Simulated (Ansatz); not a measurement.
CH4ClFSeSi, SMILES C[Se][SiH](F)Cl, a single point in a Gaussian basis

Program: Ansatz 0.2.0, Python API.

Run as a notebook:

In [1]:
```python
import warnings

import ansatz as az
```

In [2]:
```python
BASIS = "cc-pVDZ"
XC = "pbe"
```

In [3]:
```python
warnings.simplefilter("ignore", az.DeckWarning)
```

In [4]:
```python
mol = (
    az.Crystal.molecule()
    .atom("C", (-0.5814, -1.006, -1.0703))
    .atom("Se", (1.1551, -0.9579, -0.3144))
    .atom("Si", (0.6118, 0.7761, 1.0743))
    .atom("F", (1.9997, 1.0408, 2.1508))
    .atom("Cl", (0.3165, 2.5071, -0.0474))
    .atom("H", (-0.6964, -1.7516, -1.8422))
    .atom("H", (-1.3559, -1.1461, -0.2846))
    .atom("H", (-0.7973, 0.0303, -1.578))
    .atom("H", (-0.5635, 0.461, 1.8946))
)
```

In [5]:
```python
model = mol.calculation().basis(gaussian=BASIS).functional(XC)
done = model.run()
r = done.report
```

In [6]:
```python
sorted(key for key in r if key.endswith("_ev"))
```
Out [6]:
```text
['free_energy_ev', 'reference_energy_ev']
```

In [7]:
```python
{key: value for key, value in r.items() if isinstance(value, (int, float)) and "ev" in key}
```
Out [7]:
```text
{'free_energy_ev': -89548.33739967895, 'reference_energy_ev': -89548.33739967895}
```

In [8]:
```python
print("reference energy %16.6f eV" % r["reference_energy_ev"])
print("total energy     %16.6f eV" % r["free_energy_ev"])
print("occupied orbitals outside the frozen core (up, down):", r["n_occupied"], " frozen:", r["n_frozen"], " virtual:", r["n_virtual"])
```
```text
reference energy    -89548.337400 eV
total energy        -89548.337400 eV
occupied orbitals outside the frozen core (up, down): [42, 42]  frozen: 0  virtual: [69, 69]
```

In [9]:
```python
state = r["mean_field"]["state"]
print(f"mean field: {state['energy']['hartree']:.7f} Ha, <S^2> = {abs(state['spin_squared']):.4f}, stability: {state.get('stability', {}).get('kind')}")
```
```text
mean field: -3290.8407014 Ha, <S^2> = 0.0000, stability: minimum
```

Caveats:
- Total energies depend on the basis set; only differences at equal settings carry meaning.
- The geometry is a force-field or estimated start, not a minimum of this method, and the basis set is short of its limit.
- Wall time of the script: 4.4 s on 1 thread of Arm Neoverse V2, on a shared host, peak memory 0.23 GiB.

(Lines on the test bed's own set-up are left out of the output.)
